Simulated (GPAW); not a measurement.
# HfMoC2 (P4/mmm) in GPAW: notebook

The runs below take HfMoC2 through equation of state, single point, with PBE, TB-mBJ.

All numbers are computed with GPAW 26.7.0; they aren't measurements. Logs are shortened: lines on timing, memory, paths and dates and some standing lists are left out, and cuts for length are marked. The log counts tension as positive stress, the text compression.

### Step 1. The crystal as given

It takes space group P4/mmm (No. 123, tetragonal). Conventional cell: a = 3.191 Å, b = 3.191 Å, c = 4.485 Å, α = 90.00°, β = 90.00°, γ = 90.00°. Around Hf (site symmetry 4/mmm) lie 6 C at 2.24 to 2.26 Å. Mo (site symmetry 4/mmm) has 6 C at 2.24 to 2.26 Å as nearest neighbours. Around C (site symmetry 4/mmm) lie 2 Mo at 2.24 Å and 4 Hf at 2.26 Å. C (site symmetry 4/mmm) is surrounded by 2 Hf at 2.24 Å and 4 Mo at 2.26 Å.

The cell comes from a database or a generator and needn't be the stable form of this composition.

### Step 2. Equation of state, PBE

Contents of run.py:

```python
from ase import Atoms
from ase.eos import EquationOfState
from ase.io import Trajectory
from ase.units import GPa
from gpaw import GPAW, PW

atoms = Atoms(['Hf', 'Mo', 'C', 'C'],
              cell=[[3.191423, 0.0, 0.0],
                    [0.0, 3.191423, 0.0],
                    [0.0, 0.0, 4.485164]],
              scaled_positions=[[0.0, 0.0, 0.0],
                                [0.5, 0.5, 0.5],
                                [0.5, 0.5, 0.0],
                                [0.0, 0.0, 0.5]],
              pbc=True)

traj = Trajectory('eos.traj', 'w')
volumes, energies = [], []
for x in [0.94, 0.96, 0.98, 1.0, 1.02, 1.04, 1.06]:
    a = atoms.copy()
    a.set_cell(atoms.cell * x**(1 / 3), scale_atoms=True)
    calc = GPAW(mode=PW(800),
                xc='PBE',
                kpts={'size': (7, 7, 5), 'gamma': True},
                occupations={'name': 'fermi-dirac', 'width': 0.05},
                nbands=33,
                convergence={'density': 1e-05, 'energy': 1e-05},
                maxiter=150,
                txt=f'eos-{x:.2f}.txt')
    a.calc = calc
    energies.append(a.get_potential_energy(force_consistent=True))
    volumes.append(a.get_volume())
    p = -a.get_stress()[:3].mean() / GPa
    calc.write(f'eos-{x:.2f}.gpw')
    traj.write(a)
    print(f'{x:.2f} {volumes[-1]:10.4f} A^3 {energies[-1]:14.6f} eV {p:9.3f} GPa', flush=True)

v0, e0, B = EquationOfState(volumes, energies, eos='birchmurnaghan').fit()
print(f'V0 = {v0:.4f} A^3, E0 = {e0:.6f} eV, B0 = {B / GPa:.2f} GPa')
```

Potentials or basis: GPAW PAW data sets (gpaw-data 1.2.1), pw.

Run with:

```
$ OMP_NUM_THREADS=1 python run.py
```

Output:

```text
__  _  _
 | _ |_)|_||  |
 |__||  | ||/\| - 26.7.0

Input parameters:
  mode=PW(ecut=800.0),
  convergence={'density': 1e-05, 'energy': 1e-05},
  kpts=MonkhorstPack(size=(7, 7, 5), gamma=True),
  maxiter=150,
  nbands=33,
  occupations=Occupations(name='fermi-dirac', width=0.05),
  xc=XC(name='PBE')

Diagonalizing LCAO Hamiltonian
Converting LCAO to pw mode
   .-------.
  /|       |
 * |       |
 | |       |
 | |  Mo   |
 C .-------.
 |/   C   /
 Hf------*

Atoms  # Å, Bohr magnetons
|   | symbol |        x |        y |        z |    initial magnetic moments |
|---|--------|----------|----------|----------|-----------------------------|
| 0 |     Hf | 0.000000 | 0.000000 | 0.000000 | ( 0.0000,  0.0000,  0.0000) |
| 1 |     Mo | 1.574145 | 1.574145 | 2.212273 | ( 0.0000,  0.0000,  0.0000) |
| 2 |      C | 1.574145 | 1.574145 | 0.000000 | ( 0.0000,  0.0000,  0.0000) |
| 3 |      C | 0.000000 | 0.000000 | 2.212273 | ( 0.0000,  0.0000,  0.0000) |

Unit cell  # Å
| periodic |        x |        y |        z |  lengths |    angles |
|----------|----------|----------|----------|----------|-----------|
|      yes | 3.148290 | 0.000000 | 0.000000 | 3.148290 | 90.000000 |
|      yes | 0.000000 | 3.148290 | 0.000000 | 3.148290 | 90.000000 |
|      yes | 0.000000 | 0.000000 | 4.424546 | 4.424546 | 90.000000 |

Number of symmetries: 16
Symmetry operations  # r_c * U_cc + t_c -> r_c
|    | kind |            matrix            |
|----|------|------------------------------|
|  0 |  E   |  1, 0, 0,  0, 1, 0,  0, 0, 1 |
|  1 |  σ   |  1, 0, 0,  0, 1, 0,  0, 0,-1 |
|  2 |  σ   |  1, 0, 0,  0,-1, 0,  0, 0, 1 |
|  3 |  C2  |  1, 0, 0,  0,-1, 0,  0, 0,-1 |
|  4 |  σ   |  0, 1, 0,  1, 0, 0,  0, 0, 1 |
|  5 |  C2  |  0, 1, 0,  1, 0, 0,  0, 0,-1 |
|  6 |  C4  |  0, 1, 0, -1, 0, 0,  0, 0, 1 |
|  7 |  S4  |  0, 1, 0, -1, 0, 0,  0, 0,-1 |
|  8 |  C4  |  0,-1, 0,  1, 0, 0,  0, 0, 1 |
|  9 |  S4  |  0,-1, 0,  1, 0, 0,  0, 0,-1 |
| 10 |  σ   |  0,-1, 0, -1, 0, 0,  0, 0, 1 |
| 11 |  C2  |  0,-1, 0, -1, 0, 0,  0, 0,-1 |
| 12 |  σ   | -1, 0, 0,  0, 1, 0,  0, 0, 1 |
| 13 |  C2  | -1, 0, 0,  0, 1, 0,  0, 0,-1 |
| 14 |  C2  | -1, 0, 0,  0,-1, 0,  0, 0, 1 |
| 15 |  i   | -1, 0, 0,  0,-1, 0,  0, 0,-1 |

BZ-sampling:
  Number of BZ points: 245
  Number of IBZ points: 30

  Monkhorst-Pack size: [7, 7, 5]
  Monkhorst-Pack shift: [0, 0, 0]

K-points  # in reciprocal-cell coordinates
|     |                                coordinates |     weight |
|-----|--------------------------------------------|------------|
|   0 | (  0.00000000,   0.00000000,   0.00000000) | 0.00408163 |
|   1 | (  0.00000000,   0.00000000,   0.20000000) | 0.00816327 |
|   2 | (  0.00000000,   0.00000000,   0.40000000) | 0.00816327 |
|   3 | (  0.14285714,   0.00000000,   0.00000000) | 0.01632653 |
|   4 | (  0.14285714,   0.00000000,   0.20000000) | 0.03265306 |
|   5 | (  0.14285714,   0.00000000,   0.40000000) | 0.03265306 |
|   6 | (  0.14285714,   0.14285714,   0.00000000) | 0.01632653 |
|   7 | (  0.14285714,   0.14285714,   0.20000000) | 0.03265306 |
|   8 | (  0.14285714,   0.14285714,   0.40000000) | 0.03265306 |
|   9 | (  0.28571429,   0.00000000,   0.00000000) | 0.01632653 |
| ... |                                            |            |
|  29 | (  0.42857143,   0.42857143,   0.40000000) | 0.03265306 |

Plane wave coefficients: 2277
Cutoff: 800.0 eV

Spin-components: 1 (collinear spins)
Bands:           33
Projectors:      22
Spin-degeneracy: 2
Datatype:        complex128

Parallelization:
  kpt:    1
  domain: 1
  band:   1

Density:
  Valence electrons: 34.0
  Components: 1
  Grid points: [21 21 30]
  Charge: 0.0  # |e|

Potential:
  Grid points: [21 21 30]

species:
  Hf:
    name:    Hafnium
    Z:       72.0
    valence: 12
    core:    60
    charge:  0.0  # [|e|]
    compensation charges:
      type: gauss
      rc: 0.41  # [Å]
      lmax: 2
    cutoffs:
      filter: 2.36  # [Å]
      core: 4.02  # [Å]
    projectors
    | kind |    occ | energy [eV] | rcut [Å] |
    |------|--------|-------------|----------|
    |   5s |  2.000 |     -66.831 |    1.397 |
    |   6s |  2.000 |      -5.097 |    1.397 |
    |   5p |  6.000 |     -35.599 |    1.307 |
    |   6p |  0.000 |      -1.401 |    1.307 |
    |   5d |  2.000 |      -2.699 |    1.334 |
    |    d |        |      24.513 |    1.334 |

    Using partial waves for Hf as LCAO basis

  Mo:
    name:    Molybdenum
    Z:       42.0
    valence: 14
    core:    28
    charge:  0.0  # [|e|]
    compensation charges:
      type: gauss
      rc: 0.38  # [Å]
      lmax: 2
    cutoffs:
      filter: 2.16  # [Å]
      core: 1.42  # [Å]
    projectors
    | kind |    occ | energy [eV] | rcut [Å] |
    |------|--------|-------------|----------|
    |   4s |  2.000 |     -64.307 |    1.238 |
    |   5s |  1.000 |      -4.084 |    1.238 |
    |   4p |  6.000 |     -38.491 |    1.296 |
    |   5p |  0.000 |      -1.044 |    1.296 |
    |   4d |  5.000 |      -3.754 |    1.296 |
    |    d |        |      23.458 |    1.296 |

    Using partial waves for Mo as LCAO basis

  C:
    name:    Carbon
    Z:       6.0
    valence: 4
    core:    2
    charge:  0.0  # [|e|]
    compensation charges:
      type: gauss
      rc: 0.20  # [Å]
      lmax: 2
    cutoffs:
      filter: 1.14  # [Å]
      core: 1.14  # [Å]
    projectors
    | kind |    occ | energy [eV] | rcut [Å] |
    |------|--------|-------------|----------|
    |   2s |  2.000 |     -13.751 |    0.635 |
    |   2p |  2.000 |      -5.284 |    0.635 |
    |    s |        |      13.461 |    0.635 |
    |    p |        |      21.927 |    0.635 |
    |    d |        |       0.000 |    0.635 |

    Using partial waves for C as LCAO basis

Reference energy: -522075.444138  # eV

eigensolver:
  PPCG
  Converge bands: occupied
  niter=2

density mixing:
  MSR1-Mixer
  Pratt-step length: 0.05
  Maximum mixing coefficient: 0.75
  Old densities: 10
  SVD Regularization: 0.005
  Good broyden scale: 1.0
  Trust region scale: 1.0
  Backstep threshold: 4.0
  History deletion threshold: 6.0
  Fourier metric: weight=20.0, sigma=0.015

occupation numbers:
  Fermi-Dirac:
    width: 0.0500  # eV

poisson solver:
  ecut: 6400.0  # eV

xc functional:
  name: PBE with 2 nearest neighbor stencil

convergence criteria:
- Maximum integral of absolute [dens]ity change: 1e-05 electrons / valence electron
- Maximum [total energy] change in last 3 cyles: 1e-05 eV / valence electron
- Maximum integral of absolute [eigenst]ate change: 4e-08 eV^2 / valence electron
maximum number of iterations: 150

SCF iterations
|iter     | |      energy | eigst |  dens |
|---------|-|-------------|-------|-------|
|iter:   1| |  -46.220856 | +0.27 |       |
|iter:   2| |  -43.416004 | -1.73 | -0.77 |
|iter:   3| |  -38.672624 | -0.77 | -0.84 |
|iter:   4| |  -38.557301 | -2.21 | -1.47 |
|iter:   5| |  -38.545580 | -3.02 | -1.70 |
|iter:   6| |  -38.559895 | -3.11 | -1.97 |
|iter:   7| |  -38.557032 | -4.15 | -2.44 |
|iter:   8| |  -38.556964 | -5.21 | -3.02 |
|iter:   9| |  -38.556982c| -6.38 | -3.65 |
|iter:  10| |  -38.556980c| -7.56c| -4.21 |
|iter:  11| |  -38.556980c| -8.37c| -5.00 |
|iter:  12| |  -38.556981c| -8.99c| -5.62c|

Converged in 12 steps
Energy contributions relative to reference atoms: (reference = -522075.444138)

Energy contributions:
  Kinetic:          29.588626
  Coulomb:         -33.368766
  Zero:             -0.599768
  External:          0.000000
  Xc:              -34.170329
  Entropy:          -0.013487
  Spinorbit:         0.000000
  ----------------------------
  Free energy:     -38.563724
  Extrapolated:    -38.556981

dipole moment: (-17.634662, -17.634662, -24.777473)  # |e|*Ang

Fermi level: 13.331
Eigenvalues  # (at kpt = [0.000, 0.000, 0.000])
| band index |      eig [eV] | occ [0-2] |
|------------|---------------|-----------|
|          0 |       -48.697 |     2.000 |
|        ... |               |           |
|         10 |         9.174 |     2.000 |
|         11 |         9.642 |     2.000 |
|         12 |        11.979 |     2.000 |
|         13 |        11.979 |     2.000 |
|         14 |        12.150 |     2.000 |
|         15 |        12.150 |     2.000 |
|         16 |        12.962 |     1.999 |
|         17 |        12.996 |     1.998 |
|         18 |        13.485 |     0.088 |
|         19 |        13.548 |     0.026 |
|         20 |        13.548 |     0.026 |
|         21 |        13.883 |     0.000 |
|         22 |        17.784 |     0.000 |
|         23 |        18.197 |     0.000 |
|         24 |        18.197 |     0.000 |
|         25 |        21.093 |     0.000 |
|        ... |               |           |
|         32 |        40.491 |     0.000 |

No gap
No difference between direct/indirect transitions

Stress tensor  # eV/Ang^3
|         x |         y |         z |
|-----------|-----------|-----------|
| -0.075105 |  0.000000 |  0.000000 |
|  0.000000 | -0.075105 |  0.000000 |
|  0.000000 |  0.000000 | -0.074484 |

# Writing to eos-0.96.gpw (mode='')
```

Run time: 6.7 min. Hardware: 1 thread of Arm Neoverse V1, shared host; peak memory 0.29 GiB.

Results:

```yaml
Equilibrium_volume: 11.41 Å³/atom
Bulk_modulus_at_fixed_shape_and_positions: 278 GPa
Pressure_derivative_of_the_bulk_modulus: 4.3
```

Energy against volume, from the lowest point:
```csv
volume (Å³/atom),energy (meV/atom)
10.735,39.09
10.964,16.61
11.192,3.89
11.421,0.00
11.649,4.03
11.877,15.17
12.106,32.75
```

Caveat: the cell was scaled at fixed shape and fractional positions, which overstates the stiffness of a crystal with free parameters, most of all of layers and chains. Spin-orbit coupling is left out, which matters for the levels of Hf.

### Step 3. Single point, TB-mBJ

Contents of run.py:

```python
from ase import Atoms
from ase.dft.bandgap import bandgap
from ase.io import write
from gpaw import GPAW, PW

atoms = Atoms(['Hf', 'Mo', 'C', 'C'],
              cell=[[3.191423, 0.0, 0.0],
                    [0.0, 3.191423, 0.0],
                    [0.0, 0.0, 4.485164]],
              scaled_positions=[[0.0, 0.0, 0.0],
                                [0.5, 0.5, 0.5],
                                [0.5, 0.5, 0.0],
                                [0.0, 0.0, 0.5]],
              pbc=True)

calc = GPAW(mode=PW(800),
            xc='TB09',
            kpts={'size': (8, 8, 6), 'gamma': True},
            occupations={'name': 'fermi-dirac', 'width': 0.05},
            nbands=33,
            convergence={'density': 1e-05, 'energy': 1e-05},
            eigensolver='cg',
            maxiter=150,
            txt='gpaw.txt')
atoms.calc = calc
energy = atoms.get_potential_energy()
calc.write('gs.gpw')
write('result.traj', atoms)
print('Fermi level:', round(calc.get_fermi_level(), 4), 'eV')
print(f'Gap: {bandgap(calc)[0]:.4f} eV, direct: {bandgap(calc, direct=True)[0]:.4f} eV')
```

Potentials or basis: GPAW PAW data sets for LDA (gpaw-data 1.2.1), pw.

Run with:

```
$ OMP_NUM_THREADS=1 python run.py
```

It took 13 min on 1 thread of Arm Neoverse V1, shared host; peak memory 0.49 GiB.

It converged, with:

| Quantity | Value |
| --- | --- |
| Band gap on the k mesh | none (metal or under the smearing width) |

Levels at points of the mesh, in eV from the Fermi level:
| k point | band 13 | band 14 | band 15 | band 16 | band 17 | band 18 | band 19 | band 20 | band 21 | band 22 |
| --- | --- | --- | --- | --- | --- | --- | --- | --- | --- | --- |
| (0.00, 0.00, 0.00) | -1.34 | -1.34 | -1.32 | -1.32 | -0.60 | -0.20 | 0.01 | 0.01 | 0.02 | 0.28 |
| (0.00, 0.00, 0.50) | -3.34 | -2.30 | -2.30 | -1.77 | -1.77 | -1.13 | -0.50 | 2.01 | 2.01 | 3.73 |
| (0.50, 0.00, 0.00) | -5.07 | -4.27 | -3.95 | -3.77 | -0.46 | 0.91 | 2.17 | 3.05 | 3.54 | 4.52 |
| (0.50, 0.00, 0.50) | -5.36 | -5.31 | -4.58 | -4.47 | 0.96 | 1.01 | 1.69 | 4.68 | 5.55 | 5.59 |
| (0.50, 0.50, 0.00) | -3.69 | -3.69 | -1.37 | -1.18 | -1.18 | -1.06 | 0.89 | 1.37 | 2.24 | 4.09 |
| (0.50, 0.50, 0.50) | -4.30 | -4.30 | -4.22 | -4.22 | 1.02 | 1.02 | 1.37 | 3.28 | 3.37 | 3.37 |

Caveat: a model potential gives levels but no total energy; the PAW data sets were made with another functional, which shifts forces and pressure a little. The run has no spin-orbit coupling, so splittings on Hf are missing.
